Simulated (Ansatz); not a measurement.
# TaRu: the cost of one run

Computed with Ansatz 0.2.0 (DFT, PBEsol, PAW with Ansatz's default frozen-core files, scalar-relativistic, unless a step's input says otherwise).

2 further runs of the same task are left out: 2 that didn't finish.

### 1 The structure to begin with

Symmetry: P4/mmm, No. 123, tetragonal system. The conventional cell has a = 3.053 Å, b = 3.053 Å, c = 3.389 Å, α = 90.00°, β = 90.00°, γ = 90.00°. Around Ta (site symmetry 4/mmm) lie 8 Ru at 2.74 Å and 4 Ta at 3.05 Å. Ru (site symmetry 4/mmm) is surrounded by 8 Ta at 2.74 Å and 4 Ru at 3.05 Å.

As a file:

```cif
data_structure
_symmetry_space_group_name_H-M 'P4/mmm'
_symmetry_Int_Tables_number 123
_cell_length_a 3.0530
_cell_length_b 3.0530
_cell_length_c 3.3890
_cell_angle_alpha 90.000
_cell_angle_beta 90.000
_cell_angle_gamma 90.000
_cell_volume 31.59
loop_
_atom_site_label
_atom_site_type_symbol
_atom_site_symmetry_multiplicity
_atom_site_Wyckoff_symbol
_atom_site_fract_x
_atom_site_fract_y
_atom_site_fract_z
_atom_site_occupancy
Ta1 Ta 1 d 0.50000 0.50000 0.50000 1
Ru1 Ru 1 a 0.00000 0.00000 0.00000 1
```

The file gives the conventional cell by its symmetry; the runs use the cell typed in the input.

Atoms are numbered in the order of the input: Ta1, Ru2.

### 2 Shortest bond scaled by 1, PAW

Input file input.yaml:

```yaml
crystal:
  lattice:
    - [3.053, 0.0, 0.0]
    - [0.0, 3.053, 0.0]
    - [0.0, 0.0, 3.389]
  atoms:
    - { symbol: Ta, position: [0.5, 0.5, 0.5] }
    - { symbol: Ru, position: [0.0, 0.0, 0.0] }
kpoints:
  mp_grid: { grid: [10, 10, 9] }
scf:
  occupations: { method: fermi_dirac, width: 0.05 }
hamiltonian:
  xc: pbesol
  pseudopotentials: { kind: paw }
output:
  forces: true
  stress: true
  eigenvalues: true
  efg: { contact_densities: true }
  populations: true
```

The run is started by

```console
$ ansatz run input.yaml --threads 1 --pin off --max-ram 2048MiB --backend cpu --events-out ev --progress --plain --runs-dir out
```

What time and memory should one allow on 1 thread of Arm Neoverse V1, shared host?

About 6.6 s, with a peak of 0.4 GiB.
